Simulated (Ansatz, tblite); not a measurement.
**C18H14O6S5: one state, many levels**

One table from this session's results is given with a row withheld; the runs are named, their logs left out.

Program: Ansatz 0.2.0, Gaussian basis. Level of theory: as each input shows. These are calculated values, not measurements.

Plan: GFN1-xTB, GFN2-xTB, PBE-D4/def2-TZVP, r2SCAN-D4/def2-TZVP, B97M-V/def2-TZVP, r2SCAN0-D4/def2-TZVP, revPBE-D4/def2-TZVP, PBE+5HF/def2-SVP, PBE+10HF/def2-SVP, PBE+15HF/def2-SVP, PBE+35HF/def2-SVP, PBE+50HF/def2-SVP, PBE-D4/def2-SVP, PBE0-D4/def2-SVP, HF/STO-3G, MP2/def2-SVP, RPA/def2-SVP.

## The relaxed structure

The singlet was relaxed beforehand with PBE-D4/def2-SVP.

SMILES `Sc1sc(-c2sc(-c3sc(S)c4c3OCCO4)c3c2OCCO3)c2c1OCCO2`, 43 atoms, charge 0, spin multiplicity 1.

Bond lengths: S1–C2 1.753 Å, S1–H30 1.372 Å, C2–S3 1.756 Å, C2–C25 1.391 Å, S3–C4 1.758 Å, C4–C5 1.434 Å, C4–C24 1.397 Å, C5–S6 1.762 Å, C5–C19 1.396 Å, S6–C7 1.762 Å, C7–C8 1.434 Å, C7–C18 1.396 Å, C8–S9 1.758 Å, C8–C13 1.397 Å, S9–C10 1.756 Å, C10–S11 1.753 Å, C10–C12 1.391 Å, S11–H31 1.372 Å and more. Angles: C2–S1–H30 98.5°, S1–C2–S3 121.7°, S1–C2–C25 127.6°, S3–C2–C25 110.6°, C2–S3–C4 92.7°, S3–C4–C5 122.9°, S3–C4–C24 109.6°, C5–C4–C24 127.5°, C4–C5–S6 122.5°, C4–C5–C19 127.5°, S6–C5–C19 110.0°, C5–S6–C7 92.5°, S6–C7–C8 122.5°, S6–C7–C18 110.0°, C8–C7–C18 127.5°, C7–C8–S9 122.9°, C7–C8–C13 127.5°, S9–C8–C13 109.6° and more.

PBE0-D4/def2-TZVP was run before; its log isn't repeated, and its numbers join the tables.

The first run:

Tight binding, by tblite at 300 K electronic temperature and without a spin-polarisation term:

```python
tblite.interface.Calculator('GFN1-xTB', numbers, positions, charge=0, uhf=0).singlepoint()
```

Tight binding, by tblite at 300 K electronic temperature and without a spin-polarisation term:

```python
tblite.interface.Calculator('GFN2-xTB', numbers, positions, charge=0, uhf=0).singlepoint()
```

start.molden holds the orbitals of an earlier run on this state, given as this run's starting guess.

The input, in.yaml:

```yaml
crystal:
  periodic: [false, false, false]
  atoms:
    - {symbol: S, position_ang: [-6.846706, -1.303759, -0.046178]}
    - {symbol: C, position_ang: [-5.172188, -0.798365, 0.074772]}
    - {symbol: S, position_ang: [-3.850369, -1.946096, -0.063295]}
    - {symbol: C, position_ang: [-2.633144, -0.682767, 0.054087]}
    - {symbol: C, position_ang: [-1.225691, -0.948825, -0.017820]}
    - {symbol: S, position_ang: [-0.016553, 0.331768, 0.030748]}
    - {symbol: C, position_ang: [1.313490, -0.810454, -0.144153]}
    - {symbol: C, position_ang: [2.687088, -0.398111, -0.153680]}
    - {symbol: S, position_ang: [4.024131, -1.535223, -0.257202]}
    - {symbol: C, position_ang: [5.224847, -0.256706, -0.172118]}
    - {symbol: S, position_ang: [6.942126, -0.607826, -0.130125]}
    - {symbol: C, position_ang: [4.610113, 0.986912, -0.066986]}
    - {symbol: C, position_ang: [3.184964, 0.903856, -0.061713]}
    - {symbol: O, position_ang: [2.379198, 2.005239, 0.036220]}
    - {symbol: C, position_ang: [3.093713, 3.145975, 0.517353]}
    - {symbol: C, position_ang: [4.422255, 3.295783, -0.213504]}
    - {symbol: O, position_ang: [5.275254, 2.171291, 0.018683]}
    - {symbol: C, position_ang: [0.815549, -2.111529, -0.235221]}
    - {symbol: C, position_ang: [-0.600913, -2.189086, -0.160767]}
    - {symbol: O, position_ang: [-1.281330, -3.371223, -0.228773]}
    - {symbol: C, position_ang: [-0.467181, -4.433321, -0.735380]}
    - {symbol: C, position_ang: [0.909319, -4.424958, -0.080432]}
    - {symbol: O, position_ang: [1.609967, -3.213196, -0.377546]}
    - {symbol: C, position_ang: [-3.257948, 0.558541, 0.196318]}
    - {symbol: C, position_ang: [-4.684225, 0.498106, 0.203719]}
    - {symbol: O, position_ang: [-5.463824, 1.606701, 0.329232]}
    - {symbol: C, position_ang: [-4.723954, 2.748686, 0.770224]}
    - {symbol: C, position_ang: [-3.393807, 2.866503, 0.036433]}
    - {symbol: O, position_ang: [-2.565791, 1.733416, 0.308085]}
    - {symbol: H, position_ang: [-7.098454, -1.490935, 1.289685]}
    - {symbol: H, position_ang: [7.198942, -0.522930, -1.475411]}
    - {symbol: H, position_ang: [2.445646, 4.026144, 0.339691]}
    - {symbol: H, position_ang: [3.272335, 3.046826, 1.613109]}
    - {symbol: H, position_ang: [4.236347, 3.410209, -1.306719]}
    - {symbol: H, position_ang: [4.970542, 4.187985, 0.147438]}
    - {symbol: H, position_ang: [-0.360713, -4.332430, -1.840043]}
    - {symbol: H, position_ang: [-1.002410, -5.376949, -0.513530]}
    - {symbol: H, position_ang: [0.803468, -4.538117, 1.023103]}
    - {symbol: H, position_ang: [1.533072, -5.254802, -0.465680]}
    - {symbol: H, position_ang: [-4.540331, 2.679750, 1.867634]}
    - {symbol: H, position_ang: [-5.360904, 3.633163, 0.572955]}
    - {symbol: H, position_ang: [-3.571726, 2.951550, -1.060623]}
    - {symbol: H, position_ang: [-2.834227, 3.759173, 0.377408]}
basis:
  gaussian: {orbitals: def2-TZVP, fitting: {mean_field: def2-universal-jkfit}, initial_orbitals: start.molden}
hamiltonian: {xc: pbe, dispersion: d4}
scf: {omitted_lower_state_checks: [starts]}
output: {forces: true, orbitals: {seedname: orbitals}}
```

Started as:

```console
> ansatz run in.yaml --threads 2 --pin off --events-out ev --progress --plain --max-ram 32768MiB --backend cuda --devices 0, --max-vram 18GiB
```

Among the steps run: PBE-D4/def2-TZVP; r2SCAN-D4/def2-TZVP; B97M-V/def2-TZVP; r2SCAN0-D4/def2-TZVP; revPBE-D4/def2-TZVP; PBE+5HF/def2-SVP; PBE+10HF/def2-SVP; PBE+15HF/def2-SVP; PBE+35HF/def2-SVP; PBE+50HF/def2-SVP; PBE-D4/def2-SVP; PBE0-D4/def2-SVP; HF/STO-3G; MP2/def2-SVP; RPA/def2-SVP.

One of the session's tables, all rows but one given; the rest of the session is left out.

It belongs to the step «Binding energy». 

```
               level  binding an atom (eV)
           HF/STO-3G                 3.713
         HF/def2-SVP                     ?
     PBE-D4/def2-SVP                 5.088
    PBE-D4/def2-TZVP                 5.009
 revPBE-D4/def2-TZVP                 4.858
 r2SCAN-D4/def2-TZVP                 4.813
    B97M-V/def2-TZVP                 4.780
    PBE0-D4/def2-SVP                 4.924
   PBE0-D4/def2-TZVP                 4.853
r2SCAN0-D4/def2-TZVP                 4.690
        MP2/def2-SVP                 4.678
```

**Question.** Estimate the row for HF/def2-SVP.

As computed: binding an atom (eV): 3.288. In the column «binding an atom (eV)» it is the lowest.

Caveats from the session: Free atoms were run apart at each level; binding is atoms less cluster, divided by the number of atoms, without zero-point or spin-orbit terms.
